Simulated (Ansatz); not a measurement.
# AlGaPH+ (doublet): the correlation ladder, cc-pVDZ

Aim: climb from Hartree-Fock through coupled cluster for AlGaPH+ (doublet) at one geometry and basis, and see what each rung misses.

Method: cc-pVDZ, core rule «outside noble gas», up to 24 orbitals frozen; program: Ansatz 0.2.0, Gaussian basis.

To be run: UHF; CCSD(T) on ROHF; CCSD(T) on UHF; BCCD(T) on ROHF; CISD as a restricted active space (open shells left free, so some higher excitations enter); CCSDT(Q) on ROHF; CCSDT(Q) on UHF.

4 further runs of the same task are left out: 4 set aside as unsound or not needed. Runs told in other sessions of the task aren't counted.

## 1. What is computed

The geometry is a PBE0/def2-TZVP stationary point (not a proven minimum) of the parent state, kept for this charge and spin. No spin-orbit coupling is included. The filled d shell of Ga may be among the frozen orbitals whatever the setting's name suggests.

4 atoms, charge 1, spin multiplicity 2.

Atoms are counted from 1 here; the program's logs count them from 0.

Bond lengths: Al1–Ga2 2.350 Å, Al1–H4 1.583 Å, Ga2–P3 2.066 Å. Angles: Ga2–Al1–H4 180.0°, Al1–Ga2–P3 180.0°.

As a file:

| atom | x (Å) | y (Å) | z (Å) |
| --- | --- | --- | --- |
| Al1 | 0.00000 | 0.00000 | 1.29550 |
| Ga2 | 0.00000 | 0.00000 | -1.05420 |
| P3 | 0.00000 | 0.00000 | -3.12020 |
| H4 | 0.00000 | 0.00000 | 2.87890 |

## 2. UHF

Input file in.yaml:

```yaml
crystal:
  periodic: [false, false, false]
  atoms:
    - {symbol: Al, position_ang: [0.000000, 0.000000, 1.295500]}
    - {symbol: Ga, position_ang: [0.000000, 0.000000, -1.054200]}
    - {symbol: P, position_ang: [0.000000, 0.000000, -3.120200]}
    - {symbol: H, position_ang: [0.000000, 0.000000, 2.878900]}
basis:
  gaussian: {orbitals: cc-pVDZ}
total_charge: 1
magnetization: {spin_polarized: true, initial_magnetization: 1}
hamiltonian: {xc: hf}
output: {orbitals: {seedname: orbitals}}
```

Launch:

```
$ ansatz run in.yaml --threads 1 --pin off --events-out ev --progress --plain --max-ram 4096MiB --backend cpu
```

Further steps of the session: CCSD(T) on ROHF; CCSD(T) on UHF; BCCD(T) on ROHF; CISD as a restricted active space (open shells left free, so some higher excitations enter); CCSDT(Q) on ROHF; CCSDT(Q) on UHF.

**Question.** What will the summary of the whole plan be? Wanted: RCCSDT(Q) from the RHF energy; RMP2 from RCCSDT(Q); UMP2 from RCCSDT(Q); RCCSD from RCCSDT(Q); RCCSD(T) from RCCSDT(Q); UCCSD(T) from RCCSDT(Q); UCCSDT(Q) from RCCSDT(Q); T1 diagnostic.

The runs gave:

| quantity | value |
| --- | --- |
| RCCSDT(Q) from the ROHF energy | -6.6602 eV |
| RMP2 from RCCSDT(Q) | +1433.4 meV |
| UMP2 from RCCSDT(Q) | +1749.9 meV |
| RCCSD from RCCSDT(Q) | +449.7 meV |
| RCCSD(T) from RCCSDT(Q) | +93.5 meV |
| UCCSD(T) from RCCSDT(Q) | +159.2 meV |
| UCCSDT(Q) from RCCSDT(Q) | -14.0 meV |
| levels within 1 kcal/mol (43 meV) | RCCSDT, UCCSDT, UCCSDT(Q) |
| T1 diagnostic | 0.045 |

**Reading.** RCCSD(T) lands +93.5 meV from the yardstick (1.4 % of the correlation energy). CCSD(T) misses by +93.5 meV on the restricted determinant and by +159.2 meV on the unrestricted one; the two need not hold the same state or core. These misses are within one basis, not against nature; the frozen cores of restricted and unrestricted runs differ, which can shift their rows.
